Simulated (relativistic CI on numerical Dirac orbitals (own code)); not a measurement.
# Er²⁺: 5p photoemission multiplets

Aim: the 5p photoemission spectrum of Er²⁺ in 3 surroundings, from the same atomic integrals.

Method: Dirac-Coulomb-Breit CI, KLI orbitals optimised for each configuration, model QED (radiative potential, 1s self-energy scaled to tabulated hydrogen-like ionisation energies), valence Slater integrals scaled by 0.8, multiplet model of photoemission in the sudden approximation in a parametric crystal field. Code: relativistic CI on numerical Dirac orbitals (own code) version 1.

**1. Starting point**

| Item | Value |
| --- | --- |
| ion | Er²⁺ (Er III) |
| nuclear charge | 68 |
| electrons | 66 |
| configurations | [Xe] 4f12 → [Kr] 4d10 4f12 5s2 5p5 |
| temperature | 80 K |
| widths | Lorentz 0.42 eV, Gauss 0.5 eV |
| surrounding 1 | Oh, B40 = -1690, B60 = -490 cm⁻¹ |
| surrounding 2 | Oh, B40 = 470, B60 = 460 cm⁻¹ |
| surrounding 3 | Oh, B40 = -510, B60 = 70 cm⁻¹ |

**2. Surrounding 1: Oh, B40 = -1690, B60 = -490**

The run's settings:

```ini
atom Er  Z=68  charge=2  electrons=66
nucleus A=166  rms_radius_fm=5.2516
hamiltonian dirac-coulomb  breit=on  qed=on  c_scale=1
orbitals kli  potential=per-configuration
slater_scale 0.8
correlation none
mixing on
configurations
  [Xe] 4f12
  [Kr] 4d10 4f12 5s2 5p5
end
photoemission 5p T=80 lorentz=0.42 gauss=0.5
crystal_field Oh B40=-1690 B60=-490
```

**3. Surrounding 2: Oh, B40 = 470, B60 = 460**

Changes to the settings of step 2:

```diff
@@ -12,2 +12,2 @@
 photoemission 5p T=80 lorentz=0.42 gauss=0.5
-crystal_field Oh B40=-1690 B60=-490
+crystal_field Oh B40=470 B60=460
```

**4. Surrounding 3: Oh, B40 = -510, B60 = 70**

Changes to the settings of step 3:

```diff
@@ -12,2 +12,2 @@
 photoemission 5p T=80 lorentz=0.42 gauss=0.5
-crystal_field Oh B40=470 B60=460
+crystal_field Oh B40=-510 B60=70
```

(Steps that only read results are left out.)

Before running it: what results should come out? Wanted: highest peak, first run; ground spin.

**Answer**, as computed:

| surrounding | ground S | centroid (eV) | spread (eV) | up to four highest peaks (% of the highest), eV |
| --- | --- | --- | --- | --- |
| 1: Oh | 0.99 | 45.65 | 2.82 | 43.4 (100), 44.6 (20), 49.6 (48) |
| 2: Oh | 0.99 | 45.65 | 2.82 | 43.4 (100), 44.6 (20), 49.6 (48) |
| 3: Oh | 0.99 | 45.65 | 2.82 | 43.4 (100), 44.6 (20), 49.6 (48) |

| quantity | value |
| --- | --- |
| highest peak, first run | 43.4 eV |
| ground spin (effective S from ⟨S²⟩) | 0.99 |

**Reading.** The highest peak stays in place, within the step of the energy grid, in all surroundings. Energies are those of the free ion without screening by ligands; binding energies in solids differ by tens of eV.
